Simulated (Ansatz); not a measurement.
# W (W, beta-W (A15)): the cost of one run

Program: Ansatz 0.2.0. Level of theory: DFT BLYP, plane waves (420 eV) with PAW, scalar-relativistic; PAW files made under PBE, frozen cores solved again for the functional. These are calculated values, not measurements.

## (1) The system as given

The structure is cubic, space group Pm-3n (No. 223). Conventional cell: a = 5.083 Å, b = 5.083 Å, c = 5.083 Å, α = 90.00°, β = 90.00°, γ = 90.00°. W (site symmetry m-3) has 12 W at 2.84 Å as nearest neighbours. Around W (site symmetry -4m2) lie 6 W at 2.54 to 2.84 Å.

Structure file:

```
W
1.0
     5.08300    0.00000    0.00000
     0.00000    5.08300    0.00000
     0.00000    0.00000    5.08300
W
8
Direct
  0.00000 0.00000 0.00000
  0.50000 0.50000 0.50000
  0.00000 0.50000 0.25000
  0.00000 0.50000 0.75000
  0.25000 0.00000 0.50000
  0.75000 0.00000 0.50000
  0.50000 0.75000 0.00000
  0.50000 0.25000 0.00000
```

## (2) Relaxation of the cell

File input.yaml:

```yaml
crystal:
  lattice:
    - [5.083, 0.0, 0.0]
    - [0.0, 5.083, 0.0]
    - [0.0, 0.0, 5.083]
  atoms:
    - { symbol: W, position: [0.0, 0.0, 0.0] }
    - { symbol: W, position: [0.5, 0.5, 0.5] }
    - { symbol: W, position: [0.0, 0.5, 0.25] }
    - { symbol: W, position: [0.0, 0.5, 0.75] }
    - { symbol: W, position: [0.25, 0.0, 0.5] }
    - { symbol: W, position: [0.75, 0.0, 0.5] }
    - { symbol: W, position: [0.5, 0.75, 0.0] }
    - { symbol: W, position: [0.5, 0.25, 0.0] }
hamiltonian:
  xc: blyp
  pseudopotentials:
    kind: paw
    azcp:
      W: "pseudopotentials/W.paw.azcp"
basis:
  ecutwfc: 420
  fft_grid_basis: typed
kpoints:
  mp_grid: { grid: [5, 5, 5], shift: [0, 0, 0] }
magnetization:
  spin_polarized: false
scf:
  occupations: { method: fermi_dirac, width: 0.1 }
relax:
  max_steps: 60
  f_tol: 0.01
  cell: {}
```

Started as:

```sh
$ ansatz run input.yaml --threads 4 --pin off --max-ram 8192MiB --backend cpu --events-out ev --progress --plain --runs-dir out
```

Q: Estimate wall time and peak memory on 4 threads of Intel Xeon Platinum 8375C at 2.90GHz (Ice Lake), shared host.

About 9.3 s, with a peak of 0.56 GiB.
